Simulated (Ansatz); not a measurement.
**CH₈N₂Si₂: up Jacob's ladder to CCSD(T)**

The task here is to estimate one member of a computed series from the others.

Program: Ansatz 0.2.0, Gaussian basis. Level of theory: functionals in def2-TZVPP, the program's frozen cores in correlated methods. These are calculated values, not measurements.

Levels to be run: PBE-D4, r2SCAN-D4, PBE0-D4, B3LYP-D4, ωB97X-V, ωB97M-V, B2PLYP; CCSD(T)/def2-TZVPP; MP2/def2-QZVPP; extrapolation to the limit.

## The relaxed structure

The geometry comes from an earlier relaxation with PBE0-D4 in a triple-zeta def2 set; it is a stationary point, not always the lowest conformer.

SMILES `N=C([SiH3])[SiH2]N`, 13 atoms, charge 0, spin multiplicity 1.

Atoms are counted from 1 here; the program's logs count them from 0.

Bond lengths: N1–C2 1.280 Å, N1–H6 1.026 Å, C2–Si3 1.900 Å, C2–Si4 1.904 Å, Si3–H7 1.487 Å, Si3–H8 1.487 Å, Si3–H9 1.489 Å, Si4–N5 1.713 Å, Si4–H10 1.488 Å, Si4–H11 1.488 Å, N5–H12 1.009 Å, N5–H13 1.009 Å. Angles: C2–N1–H6 112.1°, N1–C2–Si3 122.3°, N1–C2–Si4 115.9°, Si3–C2–Si4 121.8°, C2–Si3–H7 110.6°, C2–Si3–H8 110.6°, C2–Si3–H9 107.5°, H7–Si3–H8 108.2°, H7–Si3–H9 110.0°, H8–Si3–H9 110.0°, C2–Si4–N5 115.8°, C2–Si4–H10 106.7°, C2–Si4–H11 106.6°, N5–Si4–H10 109.1°, N5–Si4–H11 109.1°, H10–Si4–H11 109.5°, Si4–N5–H12 117.4°, Si4–N5–H13 117.4° and more.

Set-up of the first run:

Input file in.yaml:

```yaml
crystal:
  periodic: [false, false, false]
  atoms:
    - {symbol: N, position_ang: [-0.357696, 1.168747, 1.144573]}
    - {symbol: C, position_ang: [-0.135347, 0.055779, 0.552630]}
    - {symbol: Si, position_ang: [-0.227768, -1.612438, 1.457114]}
    - {symbol: Si, position_ang: [0.294618, 0.169611, -1.298954]}
    - {symbol: N, position_ang: [0.345123, 1.750156, -1.956408]}
    - {symbol: H, position_ang: [-0.583920, 1.039293, 2.136748]}
    - {symbol: H, position_ang: [1.083922, -2.311219, 1.400901]}
    - {symbol: H, position_ang: [-1.249534, -2.492828, 0.830317]}
    - {symbol: H, position_ang: [-0.595314, -1.334267, 2.873193]}
    - {symbol: H, position_ang: [1.627662, -0.469296, -1.467390]}
    - {symbol: H, position_ang: [-0.733013, -0.625470, -2.023772]}
    - {symbol: H, position_ang: [-0.523746, 2.261305, -2.003740]}
    - {symbol: H, position_ang: [1.075312, 2.365827, -1.630512]}
basis:
  gaussian: {orbitals: def2-TZVPP}
hamiltonian: {xc: pbe, dispersion: d4}
output: {forces: true, orbitals: {seedname: orbitals}}
```

The run is started by

```
> ansatz run in.yaml --threads 4 --pin off --events-out ev --progress --plain --max-ram 10444MiB
```

Steps of the session up to this table: PBE-D4 (GGA); r2SCAN-D4 (meta-GGA); PBE0-D4 (hybrid); B3LYP-D4 (hybrid); ωB97X-V (range-separated); ωB97M-V (range-separated); B2PLYP (double hybrid); CCSD(T) in def2-TZVPP; MP2 in def2-QZVPP.

One table of the session follows, with a row left open; its other results are not shown here.

It belongs to the step «Atomisation energies». 

```
            method  atomisation energy (eV)
            PBE-D4                   46.114
         r2SCAN-D4                   45.327
           PBE0-D4                   45.286
          B3LYP-D4                   45.759
           ωB97X-V                   45.877
           ωB97M-V                   45.744
            B2PLYP                        ?
     HF/def2-TZVPP                   31.933
    MP2/def2-TZVPP                   44.391
   CCSD/def2-TZVPP                   43.451
CCSD(T)/def2-TZVPP                   44.143
           MP2/CBS                   45.808
       CCSD(T)/CBS                   45.560
```

Q: Estimate the row for B2PLYP from the others.

**Answer.** atomisation energy (eV): 45.030. In the column «atomisation energy (eV)» it lies between MP2/def2-TZVPP (44.391) and PBE0-D4 (45.286).
